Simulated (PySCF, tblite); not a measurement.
# C4H8O3Si: geometry, infrared bands and NMR shifts

Wanted: the infrared bands and NMR shifts of C4H8O3Si (`COC(=O)[C@H]1OC[SiH2]1`), by calculation.

Computed with tblite 0.8.0 and PySCF 2.14.0, with density-fitted response routines of our own, on a single molecule in the gas phase. Atoms are numbered from 0 throughout.

## (1) The starting structure

16 atoms, charge 0, multiplicity 1; geometry from: force field or distance geometry start.

Bonds of the start (Å): C0–O1 1.44, O1–C2 1.37, C2–O3 1.27, C2–C4 1.49, C4–O5 1.37, O5–C6 1.41, C6–Si7 1.84, Si7–C4 1.87, C0–H8 1.13, C0–H9 1.10, C0–H10 1.09, C4–H11 1.11, C6–H12 1.10, C6–H13 1.11, Si7–H14 1.45, Si7–H15 1.46.

## (2) Relaxing the molecule with GFN2-xTB

Job settings and geometry (Å):

```
{"job": {"kind": "relax", "xc": "GFN2-xTB", "basis": "xTB"}, "charge": 0, "multiplicity": 1}
C      2.922500    -0.537600     0.198700
O      1.514500    -0.577600     0.495300
C      0.651500    -0.406000    -0.559600
O      1.067400    -0.200700    -1.745400
C     -0.828900    -0.433900    -0.355700
O     -1.298500    -0.644200     0.911900
C     -2.485800     0.022200     0.540500
Si    -1.417400     1.332700    -0.181400
H      3.060300     0.163200    -0.673700
H      3.490200    -0.074000     1.022400
H      3.313900    -1.523700    -0.068500
H     -1.309100    -1.027800    -1.165000
H     -3.141300    -0.541800    -0.141600
H     -3.087100     0.365300     1.405900
H     -1.818400     1.958900    -1.421100
H     -0.641300     2.134100     0.767400
```

Run with:

```bash
> OMP_NUM_THREADS=1 python probes_run.py task.json out
```

This one command runs all jobs of the session in turn.

**Question.** This job is followed by: GFN2-xTB harmonic vibrations, gas phase; GIAO PBE0/pcSseg-1 NMR shielding, non-relativistic, gas phase. Predict these results of the whole session: strongest single infrared mode (GFN2-xTB); zero-point energy (GFN2-xTB); 13C shifts against TMS (PBE0/pcSseg-1); 1H shifts against TMS (PBE0/pcSseg-1, means over atoms taken as alike); 17O shifts against H2O (PBE0/pcSseg-1); 29Si shifts against TMS (PBE0/pcSseg-1); surface potential, 1st and 99th percentile.

**Answer**, as computed:

| quantity | value |
| --- | --- |
| strongest single infrared mode (GFN2-xTB) | 1756 cm⁻¹, 489 km/mol |
| zero-point energy (GFN2-xTB) | 71.1 kcal/mol |
| 13C shifts against TMS (PBE0/pcSseg-1) | 180.6, 79.1, 65.3, 52.8 ppm |
| 1H shifts against TMS (PBE0/pcSseg-1, means over atoms taken as alike) | 5.44, 5.01, 5.01, 4.93, 4.62, 4.07 ppm |
| 17O shifts against H2O (PBE0/pcSseg-1) | 417.3, 184.0, 46.2 ppm |
| 29Si shifts against TMS (PBE0/pcSseg-1) | -13.7 ppm |
| surface potential, 1st and 99th percentile | -1.69 V and 1.59 V |

In words: Over 92 steps the energy fell by 1.341 eV; of the close pairs, C6–Si7 changed most, 1.838 to 1.918 Å. No mode is imaginary among the 42: a minimum at this level. The strongest single mode, at 1756 cm⁻¹, moves mainly C2 and O3. GFN2-xTB is a fitted tight-binding method: band positions and strengths are rough. Its intensities can rank the bands wrongly. C2 (ester carbonyl carbon) lies farthest downfield among carbon, at 180.6 ppm; it is a carbonyl in resonance with an O or N lone pair, the region of acids, esters and amides. At PBE0/pcSseg-1: The largest span, 659 ppm, is at O3, where the paramagnetic term is -483 ppm. At PBE0/pcSseg-1, counted by nearest atom on the grid, the HOMO lies on O5 42 %; O3 23 %, the LUMO on Si7 26 %; H14, H15 about 16 % each.
